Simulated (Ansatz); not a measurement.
# FO3Re (Re(O)3(F)): the cost of one run

Computed with Ansatz 0.2.0. Level: DFT PBE, plane waves, PAW, molecule in a box with 9 Å of vacuum.

3 further runs of the same task are left out: 2 for a known fault of the program, 1 that didn't finish.

## 1. Starting geometry

5 atoms, charge 0, spin multiplicity 1.

Bond lengths: Re1–O2 1.715 Å, Re1–O3 1.715 Å, Re1–O4 1.715 Å, Re1–F5 1.867 Å. Angles: O2–Re1–O3 107.9°, O2–Re1–O4 107.9°, O2–Re1–F5 111.0°, O3–Re1–O4 107.9°, O3–Re1–F5 111.0°, O4–Re1–F5 111.0°.

Geometry (Å):

```
Re   -0.0035    0.0035   -0.0035
O     1.0054    0.9557    1.0054
O    -0.9557   -1.0054    1.0054
O     1.0054   -1.0054   -0.9557
F    -1.0815    1.0815   -1.0815
```

Formal oxidation states: Re +7. An earlier session relaxed this geometry at BP86, Re def2-SVP with ECP60, O def2-SVP, F def2-SVP (singlet, point group C3v).

## 2. Scalar-relativistic

File input.yaml:

```yaml
crystal:
  lattice:
    - [11.09, 0.0, 0.0]
    - [0.0, 11.09, 0.0]
    - [0.0, 0.0, 11.09]
  atoms:
    - { symbol: Re, position: [0.50297385, 0.49674211, 0.50297385] }
    - { symbol: O, position: [0.593945, 0.58260415, 0.593945] }
    - { symbol: O, position: [0.41711181, 0.40577096, 0.593945] }
    - { symbol: O, position: [0.593945, 0.40577096, 0.41711181] }
    - { symbol: F, position: [0.40577096, 0.593945, 0.40577096] }
basis:
  ecutwfc: 420
  ecutrho_ratio: 4
kpoints:
  mp_grid: { grid: [1, 1, 1] }
hamiltonian:
  xc: pbe
scf:
  occupations: { method: gaussian, width: 0.01 }
output:
  forces: true
  eigenvalues: true
  populations: true
```

Command:

```
> ansatz run input.yaml --threads 2 --pin off --max-ram 5120MiB --backend cpu --events-out ev --progress --plain --runs-dir out
```

**Question.** How long does this run take on 2 threads of Arm Neoverse V1, shared host, and how much memory does it need?

About 2.8 s, with a peak of 0.77 GiB.
